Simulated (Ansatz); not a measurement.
**V (Im-3m): equation of state**

The task here is to estimate one member of a computed series from the others.

Method: DFT PBE, scalar-relativistic, plane waves, PAW, in Ansatz 0.2.0.

These runs use a low cutoff (300 eV) and a coarse mesh on purpose, to show what cheap settings give: their numbers aren't properties of the material.

### The structure to begin with

Symmetry: Im-3m, No. 229, cubic system. The conventional cell has a = 2.987 Å, b = 2.987 Å, c = 2.987 Å, α = 90.00°, β = 90.00°, γ = 90.00°. Around V (site symmetry m-3m) lie 8 V at 2.59 Å.

As a file:

```
V
1.0
    -1.49353    1.49353    1.49353
     1.49353   -1.49353    1.49353
     1.49353    1.49353   -1.49353
V
1
Direct
  0.00000 0.00000 0.00000
```

This cell comes from an earlier session at PBE: 13.326 Å³/atom at 0.00 GPa, on a 8×8×8 mesh.

Volume factors to run: 0.980, 1.020, 0.960, 1.040.

The first run:

Input file input.yaml:

```yaml
crystal:
  lattice:
    - [-1.4835030417, 1.4835030417, 1.4835030417]
    - [1.4835030417, -1.4835030417, 1.4835030417]
    - [1.4835030417, 1.4835030417, -1.4835030417]
  atoms:
    - { symbol: V, position: [0.0, 0.0, 0.0] }
basis:
  ecutwfc: 300
  ecutrho_ratio: 4
kpoints:
  mp_grid: { grid: [8, 8, 8] }
hamiltonian:
  xc: pbe
scf:
  occupations: { method: gaussian, width: 0.05 }
output:
  forces: true
  stress: true
  eigenvalues: true
```

Command:

```console
> ansatz run input.yaml --threads 1 --pin off --max-ram 2560MiB --backend cpu --events-out ev --progress --plain --runs-dir out
```

Steps of the session up to this table: At 0.980 of the relaxed volume; At 1.020 of the relaxed volume; Volume × 0.960; Scaling the volume by 1.040.

One of the session's tables, all rows but one given; the rest of the session is left out.

It belongs to the step «Energy and pressure against volume». 

```
volume (Å³/atom)  energy (meV/atom)  pressure (GPa)
          12.793              13.16            8.51
          13.059                  ?               ?
          13.326               1.62            0.00
          13.593               0.00           -3.68
          13.859              13.92           -6.82
```

Estimate the missing values for volume (Å³/atom) = 13.059.

Worked estimate for «energy (meV/atom)». A straight line through the neighbours (12.793, 13.16) and (13.326, 1.62) gives 13.16 + (1.62 − 13.16) × (13.059 − 12.793) / (13.326 − 12.793) = 7.40; a parabola fitted to 3 rows on both sides gives 6.02.

The run gave: energy (meV/atom): 8.65; pressure (GPa): 4.17. In «energy (meV/atom)» the line misses by -1.25 and the parabola by -2.63.

To keep in mind: Warnings in the runs' records: cutoff below recommended.
